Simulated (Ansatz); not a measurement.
# C2H6F3GeN: basis-set convergence

An exercise on one series of results from a longer session: the logs are not shown, and one member is left open.

Method: one geometry, several basis sets; program: Ansatz 0.2.0, Gaussian basis.

The runs, in order: PBE0-D4/def2-SVP; ωB97M-V/def2-SVP; PBE0-D4/def2-QZVPP; ωB97M-V/def2-QZVPP; the functionals' def2-TZVPP values are taken from earlier runs.

## Structure used throughout

The geometry comes from an earlier relaxation with PBE0-D4 in a triple-zeta def2 set; it is a stationary point, not always the lowest conformer.

13 atoms, charge 0, spin multiplicity 1.

Atoms are counted from 1 here; the program's logs count them from 0.

Bond lengths: C1–N2 1.448 Å, C1–H8 1.098 Å, C1–H9 1.095 Å, C1–H10 1.091 Å, N2–C3 1.448 Å, N2–Ge4 1.777 Å, C3–H11 1.095 Å, C3–H12 1.091 Å, C3–H13 1.098 Å, Ge4–F5 1.708 Å, Ge4–F6 1.708 Å, Ge4–F7 1.715 Å. Angles: N2–C1–H8 112.4°, N2–C1–H9 109.5°, N2–C1–H10 110.7°, H8–C1–H9 108.1°, H8–C1–H10 108.5°, H9–C1–H10 107.6°, C1–N2–C3 115.2°, C1–N2–Ge4 120.2°, C3–N2–Ge4 120.1°, N2–C3–H11 109.5°, N2–C3–H12 110.7°, N2–C3–H13 112.4°, H11–C3–H12 107.6°, H11–C3–H13 108.1°, H12–C3–H13 108.5°, N2–Ge4–F5 110.3°, N2–Ge4–F6 110.3°, N2–Ge4–F7 117.7° and more.

Set-up of the first run:

in.yaml

```yaml
crystal:
  periodic: [false, false, false]
  atoms:
    - {symbol: C, position_ang: [-0.812792, -0.212958, 1.257136]}
    - {symbol: N, position_ang: [0.153164, -0.021181, 0.196044]}
    - {symbol: C, position_ang: [0.904688, -1.202236, -0.172855]}
    - {symbol: Ge, position_ang: [-0.050852, 1.305950, -0.967190]}
    - {symbol: F, position_ang: [1.416437, 1.603454, -1.789875]}
    - {symbol: F, position_ang: [-0.541326, 2.730025, -0.161149]}
    - {symbol: F, position_ang: [-1.208542, 1.099298, -2.215937]}
    - {symbol: H, position_ang: [-1.576980, -0.956975, 0.996860]}
    - {symbol: H, position_ang: [-0.298983, -0.555783, 2.161662]}
    - {symbol: H, position_ang: [-1.312538, 0.726826, 1.497063]}
    - {symbol: H, position_ang: [1.459797, -1.568886, 0.697270]}
    - {symbol: H, position_ang: [1.630469, -0.968344, -0.953270]}
    - {symbol: H, position_ang: [0.257956, -2.013890, -0.530961]}
basis:
  gaussian: {orbitals: def2-SVP}
hamiltonian: {xc: pbe0, dispersion: d4}
output: {orbitals: {seedname: orbitals}}
```

Command:

```
> ansatz run in.yaml --threads 2 --pin off --events-out ev --progress --plain --max-ram 32768MiB --backend cpu
```

Steps of the session up to this table: PBE0-D4 in def2-SVP; ωB97M-V in def2-SVP; PBE0-D4 in def2-QZVPP; ωB97M-V in def2-QZVPP.

One of the session's tables, all rows but one given; the rest of the session is left out.

It belongs to the step «Functionals by basis». 

```
functional       basis  HOMO (eV)  LUMO (eV)
   PBE0-D4    def2-SVP      -7.36      -0.24
   PBE0-D4  def2-TZVPP      -7.44      -0.44
   PBE0-D4  def2-QZVPP          ?          ?
   ωB97M-V    def2-SVP      -9.68       1.86
   ωB97M-V  def2-TZVPP      -9.77       1.59
   ωB97M-V  def2-QZVPP      -9.80       1.23
```

Estimate the missing values for PBE0-D4, def2-QZVPP.

**Answer.** HOMO (eV): -7.47; LUMO (eV): -0.61. In the column «HOMO (eV)» it lies between ωB97M-V, def2-SVP (-9.68) and PBE0-D4, def2-TZVPP (-7.44).
